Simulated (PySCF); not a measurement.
# CH5F3GaN: the cost of one run

The runs use PySCF 2.14.0, with density-fitted response routines of our own; the level of theory stands in each step. All values are computed, except where a source is named. Atoms are numbered from 0 throughout.

### Step 1. Starting geometry

11 atoms, charge 0, multiplicity 1; geometry from: GFN2-xTB. The atoms were then displaced at random by about 0.01 Å, so the start is not that level's minimum.

Bonds of the start (Å): N0–Ga1 2.16, Ga1–C2 2.04, C2–F3 1.28, C2–F4 1.40, C2–F5 1.39, N0–H6 1.02, N0–H7 1.03, N0–H8 1.00, Ga1–H9 1.56, Ga1–H10 1.54.

### Step 2. Optimising the geometry at PBE0-D3(BJ)/def2-SVP

Job settings and geometry (Å):

```
{"job": {"xc": "PBE0", "basis": "def2-SVP", "d3": "d3bj", "grid": 1, "shake": 0.01, "kind": "geom"}, "charge": 0, "multiplicity": 1}
N      1.444140    -0.316690    -0.293140
Ga    -0.057990     1.041360     0.467000
C     -1.574510    -0.261310     0.056780
F     -2.846420    -0.321070     0.184140
F     -1.286490    -0.527660    -1.283540
F     -1.063470    -1.387830     0.698100
H      2.388050     0.061490    -0.240930
H      1.238350    -0.488570    -1.284550
H      1.385390    -1.173250     0.229180
H      0.350170     1.128850     1.966720
H      0.060900     2.218830    -0.515410
```

On the command line:

```console
$ OMP_NUM_THREADS=1 python probes_run.py task.json out
```

The driver reads the jobs from task.json and runs them one after another.

Q: Estimate the wall time and peak memory of this first job on 1 thread of Arm Neoverse V1, shared host.

About 69 s, with a peak of 0.53 GiB.
